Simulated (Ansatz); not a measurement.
# Ti (Im-3m): scan of the energy under strain

What does a strain cost in Ti (Im-3m)? Aim: a scan of the energy under strain, for Ti (Im-3m), run from a script.

Program: Ansatz 0.2.0, driven from Python. Level of theory: DFT r2SCAN, plane waves, PAW. These are calculated values, not measurements.

### Step 1. The structure

It takes space group Im-3m (No. 229, cubic). Conventional cell: a = 3.282 Å, b = 3.282 Å, c = 3.282 Å, α = 90.00°, β = 90.00°, γ = 90.00°. Around Ti (site symmetry m-3m) lie 8 Ti at 2.84 Å.

The script holds or builds the structure itself.

### Step 2. The code

strain_ti.py reads:

```python
import ansatz as az
import numpy as np

VECTORS = np.array([
    [-1.641, 1.641, 1.641],
    [1.641, -1.641, 1.641],
    [1.641, 1.641, -1.641],
])
SITES = [
    ("Ti", (0.0, 0.0, 0.0)),
]


def crystal_on(cell):
    crystal = az.Crystal(lattice=az.Lattice.of(cell))
    for symbol, position in SITES:
        crystal = crystal.atom(symbol, position)
    return crystal

values = np.linspace(-0.02, 0.02, 7)
energies = []
for d in values:
    strain = np.array([[0, d / 2, 0], [d / 2, 0, 0], [0, 0, 0]])
    cell = VECTORS @ (np.eye(3) + strain)
    job = crystal_on(cell).calculation()
    job = job.occupations("Fermi-Dirac", width=0.1)
    job = job.pseudopotentials("paw").functional(az.Functional.R2SCAN)
    job = job.basis(520)
    job = job.kpoints(15, 15, 15)
    rep = job.run(threads=1).report
    energies.append(rep["free_energy_ev"] / len(SITES))
    print(f"d = {d:+.4f}  F = {energies[-1]:.5f} eV/atom")
energies = np.array(energies)

for value, e in zip(values, energies):
    print(f"strain {value:7.3f}   E - Emin = {1000 * (e - energies.min()):9.3f} meV/atom")
curvature = 2 * np.polyfit(values, energies, 3)[1]
volume = abs(np.linalg.det(VECTORS)) / len(SITES)
print(f"d2E/dd2 over the volume: {curvature / volume * 160.21766:.1f} GPa")
```

### Step 3. Running it

Started as:

```bash
$ python strain_ti.py
```

**Question.** How much energy does this shear strain cost, and what curvature follows?

The runs gave:

| quantity | value |
| --- | --- |
| curvature under the strain | 40.3 GPa |
| runs compared | 7 |
| range of energy | 0.89 meV/atom |
| lowest point, strain | 0.000 |

What this shows: Against the unstrained cell the energy per atom changes by +0.89 meV at one end of the scan and +0.89 meV at the other, and its second derivative over the volume is 40.3 GPa. Notes:
- The run is spin-unpolarised.
- The curvature belongs to this strain pattern and to the cell's stress; it equals a single elastic constant only for simple patterns.
- In a metal a curvature from energy changes of a few meV or less hangs on mesh and smearing, in size and even in sign.
- This isn't the structure that Ti takes at ambient conditions.
- The ions keep their fractional positions (clamped ions).
